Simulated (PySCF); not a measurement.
Runs of PySCF 2.14.0 on GeSe (Germanium monoselenide). The cell holds a molecule in a box, 2 atoms: a = 9.000 Å, b = 9.000 Å, c = 12.000 Å, α = 90.00°, β = 90.00°, γ = 90.00°. 

| task | level | three-body dispersion term | conv_tol | exxdiv | grid for exchange and correlation | three-centre integrals | gap on the mesh (eV) |
| --- | --- | --- | --- | --- | --- | --- | --- |
| atomic charges | r2SCAN0+D3(BJ) | no | 1e-07 Ha | ewald | Becke, atom-centred | read from an earlier run's file | 5.38 |
| atomic charges | PBE | - | 1e-07 Ha | - | Becke, atom-centred | - | (b) |
| atomic charges | PBE50 | - | 1e-07 Ha | ewald | Becke, atom-centred | read from an earlier run's file | 6.91 |
| atomic charges | HLE16 | - | 1e-07 Ha | - | Becke, atom-centred | read from an earlier run's file | 3.52 |
| CCSD(T) correlation energy | HF | - | 1e-08 Ha | ewald | - | read from an earlier run's file | 10.19 |
| excitation energies (Tamm-Dancoff) | PBE0 | - | 1e-08 Ha | ewald | Becke, atom-centred | read from an earlier run's file | 5.18 |
| MP2 correlation energy | HF | - | 1e-08 Ha | ewald | - | read from an earlier run's file | 10.19 |
| atomic charges | revTPSS+D3(OP) | no | 1e-07 Ha | - | Becke, atom-centred | read from an earlier run's file | (a) |

Alike in all rows: potentials or basis 6-31g* (all-electron); no spin polarisation; cell as given; k mesh 1 × 1 × 1; smearing fixed.

Fill in the values left out.

(a) 3.60; (b) 3.46.

Caveats: this is a molecule in a periodic box at the Γ point, so its band gap is the HOMO-LUMO gap; relativity is left out, which matters for the heavier elements; the basis of atomic orbitals isn't converged, which shifts pressures, moduli and gaps; the basis is small and the box finite, so much correlation energy is missing and levels can be off by tenths of an eV (some runs); the iterative solver can pass over a root and still report convergence (some runs).

A k mesh can miss the band edges, and the runs leave out spin-orbit coupling on Ge, Se.
